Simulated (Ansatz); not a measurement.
C₂H₈Si₂, SMILES [SiH3]C=C[SiH3], a single point in a Gaussian basis

Program: the Python package of Ansatz (0.2.0).

Notebook, run cell by cell (the value of a cell's last expression is shown):

```python
import ansatz
```

```python
GEOMETRY = """
Si   -0.52420    2.16950    0.20090
C    -0.55000    0.37520    0.11350
C     0.49830   -0.38890   -0.13510
Si    0.63150   -2.21610   -0.19960
H    -1.04290    2.64220    1.50870
H     0.78850    2.77290   -0.05210
H    -1.47190    2.74170   -0.84000
H    -1.48590   -0.04500    0.27830
H     1.51310    0.06670   -0.24970
H     1.48580   -2.75050    0.86040
H    -0.81400   -2.76910    0.06530
H     1.04870   -2.65380   -1.51650
"""

c2h8si2 = ansatz.Crystal.molecule()
for line in GEOMETRY.strip().splitlines():
    symbol, *xyz = line.split()
    c2h8si2 = c2h8si2.atom(symbol, [float(v) for v in xyz])
```

```python
setup = c2h8si2.calculation()
setup = setup.basis(gaussian="6-31G*").functional("r2scan")
res = setup.run(threads=1, backend="cpu")
report = res.report
```

    

```python
type(res).__name__, type(report).__name__
```

    ('RunOutcome', 'dict')

```python
report["published_state_doubts"]
```

    []

```python
report["reference_energy_ev"]
```

    -17954.30470537116

```python
for key in ("converged", "free_energy_ev", "reference_energy_ev", "n_frozen", "n_occupied", "n_virtual"):
    print(f"{key:22s} {report[key]}")
```

    converged              True
    free_energy_ev         -17954.30470537116
    reference_energy_ev    -17954.30470537116
    n_frozen               0
    n_occupied             [24, 24]
    n_virtual              [60, 60]

```python
state = report["mean_field"]["state"]
print(f"mean field: {state['energy']['hartree']:.7f} Ha, <S^2> = {abs(state['spin_squared']):.4f}, stability: {state.get('stability', {}).get('kind')}")
```

    mean field: -659.8085281 Ha, <S^2> = 0.0000, stability: minimum

Notes:
- These settings explore the input space; basis and method may be short of convergence.
- The geometry is a force-field or estimated start, not a minimum of this method, and the basis set is short of its limit.
- Wall time of the script: 5.3 s on 1 thread of Arm Neoverse V2 (shared host), peak memory 0.2 GiB.

(Lines on the test bed's own set-up are left out of the output.)
